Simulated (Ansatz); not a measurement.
# A series on the Cu3Au structure: Al3Cl, Ga3Cl, In3Cl: table of relaxed lattice constants and trends from a Python script

Wanted for a series on the Cu3Au structure: Al3Cl, Ga3Cl, In3Cl: a table of relaxed lattice constants and trends.

Computed with Ansatz 0.2.0 through its Python package. Level of theory: DFT PBE, plane waves, PAW.

## Step 1: The structure

Al3Cl Pm-3m: Symmetry: Pm-3m, No. 221, cubic system. The conventional cell has a = 4.530 Å, b = 4.530 Å, c = 4.530 Å, α = 90.00°, β = 90.00°, γ = 90.00°. Cl (site symmetry m-3m) has 12 Al at 3.20 Å as nearest neighbours. Al (site symmetry 4/mmm) has 4 Cl at 3.20 Å and 8 Al at 3.20 Å as nearest neighbours.

Ga3Cl Pm-3m: The structure is cubic, space group Pm-3m (No. 221). Conventional cell: a = 4.550 Å, b = 4.550 Å, c = 4.550 Å, α = 90.00°, β = 90.00°, γ = 90.00°. Cl (site symmetry m-3m) has 12 Ga at 3.22 Å as nearest neighbours. Around Ga (site symmetry 4/mmm) lie 4 Cl at 3.22 Å and 8 Ga at 3.22 Å.

In3Cl Pm-3m: Symmetry: Pm-3m, No. 221, cubic system. Conventional cell: a = 4.950 Å, b = 4.950 Å, c = 4.950 Å, α = 90.00°, β = 90.00°, γ = 90.00°. Around Cl (site symmetry m-3m) lie 12 In at 3.50 Å. In (site symmetry 4/mmm) has 4 Cl at 3.50 Å and 8 In at 3.50 Å as nearest neighbours.

No structure file is read: the coordinates are typed or built in the script.

## Step 2: Script

The input, series.py:

```python
'''A chemical series on the Cu3Au structure: relaxed cells and their trends.'''

import ansatz
import numpy as np


def cu3au(A, B, a):
    return (
        ansatz.Lattice.cubic(a)
        .space_group(221)
        .atom(A, [0, 0, 0])
        .atom(B, [0, 0.5, 0.5])
    )


def ground_state(name, crystal, relax=True):
    calc = (
        crystal.calculation()
        .scf(tolerance=1e-08)
        .functional('PBE')
        .basis(500)
        .kpoints(spacing=0.3)
        .occupations('fermi_dirac', width=0.1)
        .stress()
        .band_table()
    )
    if relax:
        calc = calc.relax(force_tolerance=0.01, max_steps=40, cell=True)
    return calc.run()

def bulk_modulus(name, outcome, step=0.01):
    # B = -V dP/dV from the pressures of two uniformly scaled cells, atoms held at their fractions
    pressure = []
    for factor in (1 - step, 1.0, 1 + step):
        cell = ansatz.Crystal(lattice=ansatz.Lattice.of(outcome.lattice.cell_ang * factor ** (1 / 3)))
        for site in outcome.report['lattice']['sites']:
            cell = cell.atom(site['symbol'], site['position_frac'])
        pressure.append(np.trace(ground_state(name, cell, relax=False).report['stress_gpa']) / 3)
    slope, bend = (pressure[0] - pressure[2]) / (2 * step), abs(pressure[0] + pressure[2] - 2 * pressure[1])
    # a jump of mesh or basis between the cells shows as a kink: no modulus then
    return float(slope) if bend < 12 * step**2 * abs(slope) + 0.15 and abs(pressure[1]) < 1.5 else float('nan')


def volume_per_atom(outcome):
    return abs(np.linalg.det(outcome.lattice.cell_ang)) / len(outcome.lattice.sites)


def main() -> None:
    # the lattice constants below are starting guesses
    phases = {}
    phases['Al3Cl'] = cu3au('Cl', 'Al', 4.53)
    phases['Ga3Cl'] = cu3au('Cl', 'Ga', 4.55)
    phases['In3Cl'] = cu3au('Cl', 'In', 4.95)

    done = {}
    for name, crystal in phases.items():
        done[name] = ground_state(name, crystal)
        print(f'{name}: {done[name].report["energy_sigma0_ev"]:.4f} eV, {len(done[name].lattice.sites)} atoms')

    rows = [(name, float(np.linalg.norm(o.lattice.cell_ang[0])), volume_per_atom(o), bulk_modulus(name, o)) for name, o in done.items()]
    print('  compound       a (A)  V (A^3/atom)     B (GPa)')
    for row in rows:
        print(f'{str(row[0]):>10}  {row[1]:10.3f}  {row[2]:12.3f}  {row[3]:10.0f}')


if __name__ == '__main__':
    main()
```

## Step 3: Running it

Run with:

```
$ python series.py
```

Output:

```text
DeckWarning: relax.cell: scf.convergence.dr2_threshold = 1e-8 eV is looser than the 4e-10 eV advised for a relaxation that steers and ends on the stress (1e-10 eV for each atom of the cell: 4). What an SCF threshold leaves in a stress goes as its square root, and in the free energy as the threshold itself, and one threshold admits the most on a small cell: of the crystals measured, under no hybrid functional and no lock of the moments, on runs that ended without the residual-converged pass, on stresses that held no estimate of that error, the worst erred by over 100 MPa in a component at 1e-7 eV an atom and by under 5 at 1e-10. Set scf.convergence.dr2_threshold to 4e-10 eV or tighter. The [...]
Al3Cl: -2690.9427 eV, 4 atoms
Ga3Cl: -12428.7270 eV, 4 atoms
In3Cl: -17873.8472 eV, 4 atoms
DeckWarning: output.stress: scf.convergence.dr2_threshold = 1e-8 eV is looser than the 4e-10 eV advised for a printed stress (1e-10 eV for each atom of the cell: 4). What an SCF threshold leaves in a stress goes as its square root, and in the free energy as the threshold itself, and one threshold admits the most on a small cell: of the crystals measured, under no hybrid functional and no lock of the moments, on runs that ended without the residual-converged pass, on stresses that held no estimate of that error, the worst erred by over 100 MPa in a component at 1e-7 eV an atom and by under 5 at 1e-10. Set scf.convergence.dr2_threshold to 4e-10 eV or tighter. The threshold is an SCF's pass [...]
  compound       a (A)  V (A^3/atom)     B (GPa)
     Al3Cl       4.345        20.513          39
     Ga3Cl       4.475        22.396          30
     In3Cl       4.850        28.528          26
```

(Warnings from the package without file and line, shortened.)

It took 51 s on 1 thread of Arm Neoverse V1, shared host; peak memory 0.48 GiB.

## Step 4: Run by run

From the records of these 12 runs:

| run | kind of run | system | energy (eV/atom) | final volume (Å³/atom) | pressure (GPa) | SCF cycles in all | CPU time (s) |
| --- | --- | --- | --- | --- | --- | --- | --- |
| 1 | relaxation | Al3Cl (4 atoms) | -672.7357 | 20.51 | 0.00 | 29 | 6.1 |
| 2 | relaxation | Ga3Cl (4 atoms) | -3107.1818 | 22.40 | -0.01 | 34 | 12 |
| 3 | relaxation | In3Cl (4 atoms) | -4468.4618 | 28.53 | 0.00 | 31 | 15 |
| 4 | single point | Al3Cl (4 atoms) | -672.7355 | 20.31 | 0.40 | 6 | 0.85 |
| 5 | single point | Al3Cl (4 atoms) | -672.7357 | 20.51 | 0.00 | 7 | 0.93 |
| 6 | single point | Al3Cl (4 atoms) | -672.7353 | 20.72 | -0.38 | 7 | 0.91 |
| 7 | single point | Ga3Cl (4 atoms) | -3107.1816 | 22.17 | 0.31 | 8 | 2.1 |
| 8 | single point | Ga3Cl (4 atoms) | -3107.1818 | 22.40 | -0.01 | 8 | 2 |
| 9 | single point | Ga3Cl (4 atoms) | -3107.1815 | 22.62 | -0.30 | 9 | 2.4 |
| 10 | single point | In3Cl (4 atoms) | -4468.4615 | 28.24 | 0.27 | 8 | 2.5 |
| 11 | single point | In3Cl (4 atoms) | -4468.4618 | 28.53 | 0.00 | 8 | 2.5 |
| 12 | single point | In3Cl (4 atoms) | -4468.4616 | 28.81 | -0.25 | 8 | 2.5 |

Energies are extrapolated to zero smearing width, as in the script. Totals carry meaning only in balanced differences at one level of theory.

## Step 5: The relaxation of run 1, step by step

Relaxation path:

| step | energy from step 1 (eV/cell) | largest force component (eV/Å) | pressure (GPa) | volume (Å³) |
| --- | --- | --- | --- | --- |
| 1 | 0.0000 | 0.0000 | -3.67 | 92.96 |
| 2 | -0.1288 | 0.0000 | -1.22 | 84.89 |
| 3 | -0.1393 | 0.0000 | 0.34 | 81.36 |
| 4 | -0.1400 | 0.0000 | 0.00 | 82.05 |
| 5 | -0.1400 | 0.0000 | 0.00 | 82.05 |

Step 1 is the start. Step 5 repeats the geometry before it on a plane-wave basis chosen anew for that cell, so its energy need not be comparable with the rows above.

|  | before | after | change |
| --- | --- | --- | --- |
| a (Å) | 4.530 | 4.345 | -4.1 % |
| b (Å) | 4.530 | 4.345 | -4.1 % |
| c (Å) | 4.530 | 4.345 | -4.1 % |
| volume (Å³/atom) | 23.24 | 20.51 | -11.7 % |
| shortest distance (Å) | 3.203 | 3.073 | -4.1 % |
| space group (0.01 Å) | Pm-3m | Pm-3m | same |

The run keeps the 48 symmetry operations of the start, so it could not have lowered the symmetry.

## Step 6: The relaxation of run 3, step by step

Relaxation path:

| step | energy from step 1 (eV/cell) | largest force component (eV/Å) | pressure (GPa) | volume (Å³) |
| --- | --- | --- | --- | --- |
| 1 | 0.0000 | 0.0000 | -1.35 | 121.29 |
| 2 | -0.0268 | 0.0000 | -0.60 | 116.97 |
| 3 | -0.0322 | 0.0000 | 0.09 | 113.75 |
| 4 | -0.0323 | 0.0000 | 0.00 | 114.11 |
| 5 | -0.0322 | 0.0000 | 0.00 | 114.11 |

Step 1 is the start. Step 5 repeats the geometry before it on a plane-wave basis chosen anew for that cell, so its energy need not be comparable with the rows above.

|  | before | after | change |
| --- | --- | --- | --- |
| a (Å) | 4.950 | 4.850 | -2.0 % |
| b (Å) | 4.950 | 4.850 | -2.0 % |
| c (Å) | 4.950 | 4.850 | -2.0 % |
| volume (Å³/atom) | 30.32 | 28.53 | -5.9 % |
| shortest distance (Å) | 3.500 | 3.430 | -2.0 % |
| space group (0.01 Å) | Pm-3m | Pm-3m | same |

Forces and stress were held to the start's 48 operations: a distortion of lower symmetry was not tested.

## Step 7: Summary of results

| quantity | value |
| --- | --- |
| runs compared | 12 |
| Al3Cl (run 1): relaxed volume, space group | 20.51 Å³/atom, Pm-3m |
| Ga3Cl (run 2): relaxed volume, space group | 22.40 Å³/atom, Pm-3m |
| In3Cl (run 3): relaxed volume, space group | 28.53 Å³/atom, Pm-3m |

What this shows: From smallest to largest: Al3Cl (20.51 Å³), Ga3Cl (22.40 Å³) and In3Cl (28.53 Å³). The largest is 39 % above the smallest. In run 1, the volume shrank by 11.7 % over 3 moves, and the space group stayed Pm-3m. In run 3, the volume shrank by 5.9 % over 3 moves, and the space group stayed Pm-3m. For the metals among these cells the mesh is coarse, so their volumes and pressures are rough. The bulk modulus is taken at fixed shape and positions, an upper value where these are free. Pressure is positive in compression. The cells are built on a prototype by substitution; a member may or may not take this structure in nature. Whether this is the phase that is stable at ambient conditions was not tested.
